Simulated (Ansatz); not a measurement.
# BH3Br (doublet): wave-function methods side by side at distance Br1–H2 along a hydrogen transfer = 1.566 Å, cc-pVDZ

An exercise on one series of results from a longer session: the logs are not shown, and one member is left open.

Program: Ansatz 0.2.0, Gaussian basis. Level of theory: cc-pVDZ, core rule «outside noble gas», up to 15 orbitals frozen. These are calculated values, not measurements.

Plan: UHF; CCSD(T) on ROHF; CCSD(T) on UHF; BCCD(T) on ROHF; CISD; CCSDT(Q) on ROHF; CCSDT(Q) on UHF; CASSCF and MRCISD+Q, 3 electrons in 3 orbitals; CASSCF and NEVPT2, 3 electrons in 3 orbitals.

16 further runs of the same task are left out: 9 for a known fault of the program, 1 for a mislabelled method, 6 that didn't finish.

## The system

The geometry derives from fragments relaxed apart (PBE0/def2-TZVP) and kept rigid, so it is no stationary point. A hydrogen atom is moved between rigid fragments. No spin-orbit coupling is included. The filled d shell of Br may be among the frozen orbitals whatever the setting's name suggests; the logs give the count.

5 atoms, charge 0, spin multiplicity 2.

Atoms are counted from 1 here; the program's logs count them from 0.

Bond lengths: Br1–H2 1.566 Å, H2–B3 1.364 Å, B3–H4 1.191 Å, B3–H5 1.191 Å. Angles: Br1–H2–B3 180.0°, H2–B3–H4 115.3°, H2–B3–H5 115.3°, H4–B3–H5 129.4°.

The first run:

Contents of in.yaml:

```yaml
crystal:
  periodic: [false, false, false]
  atoms:
    - {symbol: Br, position_ang: [-0.428717, 0.000000, 0.000000]}
    - {symbol: H, position_ang: [1.137283, 0.000000, 0.000000]}
    - {symbol: B, position_ang: [2.501283, 0.000000, 0.000000]}
    - {symbol: H, position_ang: [3.010356, 0.000000, 1.077008]}
    - {symbol: H, position_ang: [3.010356, 0.000000, -1.077008]}
basis:
  gaussian: {orbitals: cc-pVDZ}
magnetization: {spin_polarized: true, initial_magnetization: 1}
hamiltonian: {xc: hf}
output: {orbitals: {seedname: orbitals}}
```

On the command line:

```
ansatz run in.yaml --threads 1 --pin off --events-out ev --progress --plain --max-ram 2393MiB
```

Steps of the session up to this table: UHF; CCSD(T) on ROHF; CCSD(T) on UHF; BCCD(T) on ROHF; CISD; CCSDT(Q) on ROHF; CCSDT(Q) on UHF; CASSCF and MRCISD+Q, 3 electrons in 3 orbitals; CASSCF and NEVPT2, 3 electrons in 3 orbitals.

One of the session's tables, all rows but one given; the rest of the session is left out.

```
       method  from UCCSDT(Q) (meV)
         ROHF               +6820.2
          UHF               +6616.9
         RMP2               +1040.4
         UMP2               +1103.6
         CISD                +665.9
        RCCSD                +152.6
        UCCSD                +146.2
     RCCSD(T)                 +29.4
     UCCSD(T)                 +29.2
      BCCD(T)                 +29.9
       RCCSDT                     ?
       UCCSDT                  +8.9
    RCCSDT(Q)                  +1.1
    UCCSDT(Q)                     0
  CASSCF pair               +6306.9
  NEVPT2 pair               +1072.9
  MRCISD pair                +585.7
MRCISD+Q pair                 +38.5
```

Estimate the missing values for RCCSDT.

The run gave: from UCCSDT(Q) (meV): +10.1. In the column «from UCCSDT(Q) (meV)» it lies between UCCSDT (+8.9) and UCCSD(T) (+29.2).

Caveats from the session: Restricted and unrestricted rows rest on different reference determinants; where their highest levels disagree by more than a few hundredths of an eV, they describe different states and don't form one ladder.
